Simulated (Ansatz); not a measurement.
# C2H8GeSe: basis-set convergence

Aim: see how fast density functionals converge with the basis set for C2H8GeSe.

Method: one geometry, several basis sets; program: Ansatz 0.2.0, Gaussian basis.

The runs, in order: PBE0-D4/def2-SVP; ωB97M-V/def2-SVP; PBE0-D4/def2-QZVPP; ωB97M-V/def2-QZVPP; the functionals' def2-TZVPP values are taken from earlier runs.

**1. Structure used throughout**

The geometry comes from an earlier relaxation with PBE0-D4 in a triple-zeta def2 set; it is a stationary point, not always the lowest conformer.

SMILES `[CH3][GeH2][Se]C`, 12 atoms, charge 0, spin multiplicity 1.

Atoms are counted from 1 here; the program's logs count them from 0.

Bond lengths: C1–Ge2 1.952 Å, C1–H5 1.091 Å, C1–H6 1.092 Å, C1–H7 1.090 Å, Ge2–Se3 2.351 Å, Ge2–H8 1.543 Å, Ge2–H9 1.538 Å, Se3–C4 1.957 Å, C4–H10 1.089 Å, C4–H11 1.089 Å, C4–H12 1.088 Å. Angles: Ge2–C1–H5 110.3°, Ge2–C1–H6 110.1°, Ge2–C1–H7 109.8°, H5–C1–H6 108.6°, H5–C1–H7 108.9°, H6–C1–H7 109.2°, C1–Ge2–Se3 111.3°, C1–Ge2–H8 110.1°, C1–Ge2–H9 111.3°, Se3–Ge2–H8 108.5°, Se3–Ge2–H9 105.5°, H8–Ge2–H9 110.0°, Ge2–Se3–C4 96.8°, Se3–C4–H10 106.4°, Se3–C4–H11 110.3°, Se3–C4–H12 110.8°, H10–C4–H11 109.4°, H10–C4–H12 109.3° and more.

**2. PBE0-D4 in def2-SVP**

in.yaml

```yaml
crystal:
  periodic: [false, false, false]
  atoms:
    - {symbol: C, position_ang: [-1.376636, 1.214166, 0.152272]}
    - {symbol: Ge, position_ang: [-0.281946, 0.060916, 1.284693]}
    - {symbol: Se, position_ang: [1.908994, -0.122500, 0.450894]}
    - {symbol: C, position_ang: [1.451584, -1.068935, -1.199424]}
    - {symbol: H, position_ang: [-1.443716, 0.802102, -0.855380]}
    - {symbol: H, position_ang: [-2.385003, 1.294407, 0.562844]}
    - {symbol: H, position_ang: [-0.931800, 2.207879, 0.097635]}
    - {symbol: H, position_ang: [-0.898929, -1.351848, 1.355928]}
    - {symbol: H, position_ang: [-0.136324, 0.642523, 2.701085]}
    - {symbol: H, position_ang: [2.393630, -1.292416, -1.697452]}
    - {symbol: H, position_ang: [0.934512, -1.999429, -0.971101]}
    - {symbol: H, position_ang: [0.842635, -0.441965, -1.847893]}
basis:
  gaussian: {orbitals: def2-SVP}
hamiltonian: {xc: pbe0, dispersion: d4}
output: {orbitals: {seedname: orbitals}}
```

Started as:

```console
$ ansatz run in.yaml --threads 2 --pin off --events-out ev --progress --plain --max-ram 20480MiB --backend cpu
```

The runs that follow: ωB97M-V in def2-SVP; PBE0-D4 in def2-QZVPP; ωB97M-V in def2-QZVPP.

Q: Predict the results of all the runs planned. Wanted: PBE0-D4: double and triple zeta above quadruple; ωB97M-V: double and triple zeta above quadruple.

As calculated:

```
                                       quantity           value
PBE0-D4: double and triple zeta above quadruple  20.34, 2.73 eV
ωB97M-V: double and triple zeta above quadruple  20.41, 2.66 eV
```

In words: For PBE0-D4 the step from double to triple zeta gains 17.61 eV and the next only 2.73 eV. These are total energies; as a rule much of such shifts cancels in differences, which this series doesn't test. The LUMO of ωB97M-V is positive and keeps falling with the basis (2.37 to 1.49 eV): an unbound level that the basis holds in place.
